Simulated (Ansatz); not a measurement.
**Ga2BAs3: what a guessed cell relaxes into**

Where does this trial cell of Ga2BAs3 go when cell and atoms are let free?

Computed with Ansatz 0.2.0 (DFT PBE, scalar-relativistic, plane waves, PAW, unless a step's input says otherwise).

## 1. The structure to begin with

The structure is hexagonal, space group P6/mmm (No. 191). Conventional cell: a = 6.083 Å, b = 6.083 Å, c = 3.685 Å, α = 90.00°, β = 90.00°, γ = 120.00°. Ga (site symmetry -6m2) is surrounded by 3 As at 1.76 Å. B (site symmetry 6/mmm) has 6 As at 3.04 Å as nearest neighbours. As (site symmetry mmm) is surrounded by 2 Ga at 1.76 Å.

Structure file:

```cif
data_structure
_symmetry_space_group_name_H-M 'P 1'
_symmetry_Int_Tables_number 1
_cell_length_a 6.0833
_cell_length_b 6.0833
_cell_length_c 3.6847
_cell_angle_alpha 90.000
_cell_angle_beta 90.000
_cell_angle_gamma 120.000
_cell_volume 118.09
loop_
_atom_site_label
_atom_site_type_symbol
_atom_site_fract_x
_atom_site_fract_y
_atom_site_fract_z
_atom_site_occupancy
Ga1 Ga 0.33333 0.66667 0.50000 1
Ga2 Ga 0.66667 0.33333 0.50000 1
B1 B 0.00000 0.00000 0.50000 1
As1 As 0.50000 0.00000 0.50000 1
As2 As 0.00000 0.50000 0.50000 1
As3 As 0.50000 0.50000 0.50000 1
```

Recipe of the guess: random cell by space group and Wyckoff sites (P6/mmm, No. 191). Its size is a rough estimate.

## 2. The guess as it stands, on a coarse mesh

File input.yaml:

```yaml
crystal:
  lattice:
    - [6.08327998, 0.0, 0.0]
    - [-3.04163999, 5.268275, 0.0]
    - [0.0, 0.0, 3.68466848]
  atoms:
    - { symbol: Ga, position: [0.33333333, 0.66666667, 0.5] }
    - { symbol: Ga, position: [0.66666667, 0.33333333, 0.5] }
    - { symbol: B, position: [0.0, 0.0, 0.5] }
    - { symbol: As, position: [0.5, 0.0, 0.5] }
    - { symbol: As, position: [0.0, 0.5, 0.5] }
    - { symbol: As, position: [0.5, 0.5, 0.5] }
basis:
  ecutwfc: 420
kpoints:
  mp_grid: { grid: [3, 3, 6] }
hamiltonian:
  xc: pbe
scf:
  occupations: { method: gaussian, width: 0.1 }
  lower_state_search: "off"
output:
  forces: true
  stress: true
  eigenvalues: true
```

Launch:

```console
$ ansatz run input.yaml --threads 1 --pin off --max-ram 2560MiB --backend cpu --events-out ev --progress --plain --runs-dir out
```

The session goes on with these runs: rough relaxation on the coarse mesh; final relaxation.

**Question.** What will these runs give? Wanted: conventional cell; volume; energy over the elements; gap on the mesh.

As calculated:

| quantity | value |
| --- | --- |
| symmetry at the end (tolerance 0.05 Å) | space group P6/mmm (No. 191) |
| conventional cell | a = 8.777 Å, b = 8.777 Å, c = 2.591 Å, α = 90.00°, β = 90.00°, γ = 120.00° |
| volume | 28.81 Å³/atom |
| energy over the elements | +1.09 eV/atom |
| gap on the mesh | none (metal) |

The space group P6/mmm (No. 191) is kept, and the volume per atom grows by 46.4 % from the first guess. With a positive formation energy it can't be a ground state. No finished test with a distortion of lower symmetry is shown, so the end may be a saddle point.
